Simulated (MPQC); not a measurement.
**InHF (SMILES [F][InH]): levels of theory compared**

Wanted: a comparison of 3 runs (UHF/STO-3G, UHF/3-21G, UB3LYP5/STO-3G) of InHF. 

The results are computed with MPQC 2.3.1.

6 further runs of the same task are left out: 3 that didn't finish, 3 set aside as unsound or not needed.

## Step 1: The system as given

The species is InHF (3 atoms), meant as a doublet with charge 0. As SMILES, `[F][InH]`. Geometry: relaxed at PBE0-D4/def2-TZVP.

Bond lengths: F1–In2 1.970 Å, In2–H3 1.779 Å. Angles: F1–In2–H3 113.8°.

## Step 2: Energy and gradient at UHF/STO-3G (run 1)

File run.in:

```
molecule<Molecule>: (
  symmetry = c1
  unit = angstrom
  { atoms geometry } = {
    F  [ 1.088400       0.989500       0.694300 ]
    In [ -0.522500       0.355100      -0.244800 ]
    H  [ -0.576900      -1.409400      -0.462800 ]
  }
)
basis<GaussianBasisSet>: (
  name = "STO-3G"
  molecule = $:molecule
  basisdir = "."
  puream = yes
)
mpqc: (
  checkpoint = no
  savestate = no
  restart = no
  do_energy = yes
  do_gradient = yes
  optimize = no
  mole<UHF>: (
    molecule = $:molecule
    basis = $:basis
    total_charge = 0
    multiplicity = 2
    memory = 1000000000
    print_evals = yes
    maxiter = 120
    value_accuracy = 1e-08
  )
)
```

The basis set STO-3G is read from a file made from the Basis Set Exchange's data (not shown).

Run with:

```console
$ mpqc run.in > run.out
```

The program printed:

```text
MPQC: Massively Parallel Quantum Chemistry
[...]
  USCF::init: total charge = 0
[...]
  iter     1 energy = -5779.9322060003 delta = 5.55469e-01
[...]
  <S^2>      = 0.758704
  total scf energy = -5781.4357731979
[...]
Value of the MolecularEnergy: -5781.4357731979
  Gradient of the MolecularEnergy:
      1    0.0334573854
      2    0.0143624170
      3    0.0196313050
      4   -0.0311309655
      5    0.0259668503
      6   -0.0140629128
      7   -0.0023264199
      8   -0.0403292673
      9   -0.0055683922
  Function Parameters:
    value_accuracy    = 6.550198e-09 (1.000000e-08) (computed)
[...]
      symmetry = c1
[...]
      nbasis = 33
[...]
    nalpha = 30
    nbeta = 29
[...]
```

It took 0.6 s on 1 thread of Intel Xeon Platinum 8488C (Sapphire Rapids), shared host.

## Step 3: Energy and forces at UHF/3-21G (run 2)

File input.in:

```
% emacs should use -*- KeyVal -*- mode
molecule<Molecule>: (
   symmetry = c1
   unit = bohr
   { atoms geometry } = {
      F  [ 2.05677791 1.86988400 1.31203685 ]
      In [ -0.98738190 0.67104175 -0.46260496 ]
      H  [ -1.09018300 -2.66338000 -0.87456525 ]
   }
)
basis<GaussianBasisSet>: (
   name = "3-21G"
   molecule = $:molecule
   basisdir = "."
   puream = yes
)
mpqc: (
   checkpoint = no
   savestate = no
   restart = no
   do_energy = yes
   do_gradient = yes
   optimize = no
   mole<UHF>: (
      molecule = $:molecule
      basis = $:basis
      total_charge = 0
      multiplicity = 2
      memory = 1000000000
      print_evals = yes
      maxiter = 120
      value_accuracy = 1e-08
   )
)
```

The basis set 3-21G is read from a file made from the Basis Set Exchange's data (not shown).

Run with:

```console
$ mpqc input.in > input.out
```

The program printed:

```text
MPQC: Massively Parallel Quantum Chemistry
[...]
  USCF::init: total charge = 0
[...]
  iter     1 energy = -5805.5099357748 delta = 3.99790e-01
[...]
  <S^2>      = 0.763328
  total scf energy = -5814.2121859156
[...]
Value of the MolecularEnergy: -5814.2121859156
  Gradient of the MolecularEnergy:
      1    0.0183018891
      2    0.0072220188
      3    0.0106709212
      4   -0.0184212364
      5   -0.0115199437
      6   -0.0111948028
      7    0.0001193473
      8    0.0042979249
      9    0.0005238816
  Function Parameters:
    value_accuracy    = 8.400046e-09 (1.000000e-08) (computed)
[...]
      symmetry = c1
[...]
      nbasis = 42
[...]
    nalpha = 30
    nbeta = 29
[...]
```

It took 1.6 s on 1 thread of Intel Xeon Platinum 8488C (Sapphire Rapids), shared host.

## Step 4: The energy at UB3LYP5/STO-3G (run 3)

File input.in:

```
% FHIn
molecule<Molecule>: (
    symmetry = c1
    unit = angstrom
    { atoms geometry } = {
        F  [ 1.088400 0.989500 0.694300 ]
        In [ -0.522500 0.355100 -0.244800 ]
        H  [ -0.576900 -1.409400 -0.462800 ]
    }
)
basis<GaussianBasisSet>: (
    name = "STO-3G"
    molecule = $:molecule
    basisdir = "."
    puream = yes
)
mpqc: (
    checkpoint = no
    savestate = no
    restart = no
    do_energy = yes
    do_gradient = no
    optimize = no
    mole<UKS>: (
        molecule = $:molecule
        basis = $:basis
        total_charge = 0
        multiplicity = 2
        memory = 1000000000
        print_evals = yes
        maxiter = 71
        extrap<DIIS>: (
            n = 8
            start = 1
        )
        functional<SumDenFunctional>: (
            a0 = 0.2
            coefs = [ 0.8 0.72 0.19 0.81 ]
            funcs: [ <SlaterXFunctional>: () <Becke88XFunctional>: () <VWN5LCFunctional>: () <LYPCFunctional>: () ]
        )
    )
)
```

The basis set STO-3G is read from a file made from the Basis Set Exchange's data (not shown).

Run with:

```console
$ mpqc input.in > input.out
```

The program printed:

```text
MPQC: Massively Parallel Quantum Chemistry
[...]
  USCF::init: total charge = 0
[...]
  WARNING: BeckeIntegrationWeight usually uses the atomic maximum
           probability radius, however this is not available for
[...]
  Integrated electron density error = -0.008441395763
  iter     1 energy = -5782.2326644997 delta = 5.55469e-01
[...]
  Integrated electron density error = -0.000119519259
  iter    24 energy = -5783.5368673053 delta = 5.04117e-06
  Integrated electron density error = -0.000119517662
  iter    25 energy = -5783.5368673448 delta = 3.35968e-06
  Integrated electron density error = -0.000119516701
  iter    26 energy = -5783.5368673572 delta = 1.99235e-06
  Integrated electron density error = -0.000119516066
  iter    27 energy = -5783.5368671403 delta = 1.28287e-06
[...]
  <S^2>      = 0.753385
  total scf energy = -5783.5368671403
Value of the MolecularEnergy: -5783.5368671403
[...]
        symmetry = c1
[...]
        nbasis = 33
[...]
      nalpha = 30
      nbeta = 29
[...]
```

It took 10 s on 1 thread of Intel Xeon Platinum 8488C (Sapphire Rapids), shared host; peak memory 0.12 GiB.

## Step 5: The series

```
run           level      task  SCF convergence threshold   energy (Eh)   ⟨S²⟩  largest force (eV/Å)  wall time
  1      UHF/STO-3G  gradient                      1e-08  -5781.435773  0.759                 2.206      0.6 s
  2       UHF/3-21G  gradient                      1e-08  -5814.212186  0.763                 1.257      1.6 s
  3  UB3LYP5/STO-3G    energy                          –  -5783.536867  0.753                     –       10 s
```

## Step 6: Results

```
           quantity           value
run 3: total energy  -5783.53687 Eh
        run 3: ⟨S²⟩           0.753
```

What this shows: In runs 1, 3 the basis is minimal, so the values are rough. In runs 1, 2, 3 relativity is left out where basis or elements ask for it. All runs together took 12 s, the longest 10 s.
